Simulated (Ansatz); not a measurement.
# Palladium, omega (AlB2-type) under LDA: structure, energy and stiffness

What does LDA give for palladium in the omega (AlB2-type) structure? We relax it, solve it on a dense k-mesh, then scale the cell to 7 volumes from 88 to 112 % of the relaxed one and try a fit of the equation of state. Spin polarisation is left out. The k-meshes are 8×8×12 for the relaxation; 11×11×16 for the dense run; 9×9×14 for the volumes.

Program: Ansatz 0.2.0. Level of theory: DFT LDA (PW92), plane waves (420 eV) with PAW, scalar-relativistic; PAW files made under PBE, frozen cores solved again for the functional. These are calculated values, not measurements.

## (1) The starting structure

It takes space group P6/mmm (No. 191, hexagonal). Conventional cell: a = 4.365 Å, b = 4.365 Å, c = 2.676 Å, α = 90.00°, β = 90.00°, γ = 120.00°. Pd (site symmetry 6/mmm) has 14 Pd at 2.68 to 2.85 Å as nearest neighbours. Pd (site symmetry -6m2) has 11 Pd at 2.52 to 2.85 Å as nearest neighbours.

Coordinates:

```
Pd
1.0
     4.36466    0.00000    0.00000
    -2.18233    3.77991    0.00000
     0.00000    0.00000    2.67554
Pd
3
Cartesian
  0.0000 0.0000 0.0000
  0.0000 2.5199 1.3378
  2.1823 1.2600 1.3378
```

## (2) Geometry optimisation

Input file input.yaml:

```yaml
crystal:
  lattice:
    - [4.3646624039, 0.0, 0.0]
    - [-2.182331202, 3.7799085207, 0.0]
    - [0.0, 0.0, 2.6755380536]
  atoms:
    - { symbol: Pd, position: [0.0, 0.0, 0.0] }
    - { symbol: Pd, position: [0.3333333333, 0.6666666667, 0.5] }
    - { symbol: Pd, position: [0.6666666667, 0.3333333333, 0.5] }
hamiltonian:
  xc: lda
  pseudopotentials:
    kind: paw
    azcp:
      Pd: "pseudopotentials/Pd.paw.azcp"
basis:
  ecutwfc: 420
  fft_grid_basis: typed
kpoints:
  mp_grid: { grid: [8, 8, 12], shift: [0, 0, 0] }
magnetization:
  spin_polarized: false
scf:
  occupations: { method: fermi_dirac, width: 0.1 }
relax:
  max_steps: 60
  f_tol: 0.01
  cell: {}
output:
  write_density: true
  write_potential: true
  elf: true
  volumetric_format: npy
```

The runs that follow: The energy on a finer k-mesh; Volume × 0.88; Volume × 0.92; Volume × 0.96; Volume × 1.0; Volume × 1.04; Volume × 1.08; Volume × 1.12.

Before running it: what results should come out? Wanted: space group; conventional cell; volume; shortest distance; gap on the mesh; relative to fcc; V₀, B₀, B₀′.

**Answer**, as computed:

| quantity | value |
| --- | --- |
| space group (spins left aside) | P6/mmm (No. 191) |
| conventional cell | a = 4.384 Å, c = 2.608 Å (c/a = 0.595) |
| volume | 14.471 Å³/atom |
| shortest distance | 2.531 Å |
| gap on the mesh | none (levels filled in part) |
| relative to fcc | +134 meV/atom |
| V₀, B₀, B₀′ | 14.457 Å³/atom, 216 GPa, 5.4 |

In words: From the guessed start the volume shrank by 1.7 % in 5 steps. It lies 134 meV/atom above the element's reference form at the same level (fcc, from a run of its own). No gap shows: it is a metal or semimetal at this level. B₀ comes out at 216 GPa; letting shape and positions relax at each volume could only lower it. Relaxation kept the symmetry; phonons were not checked.
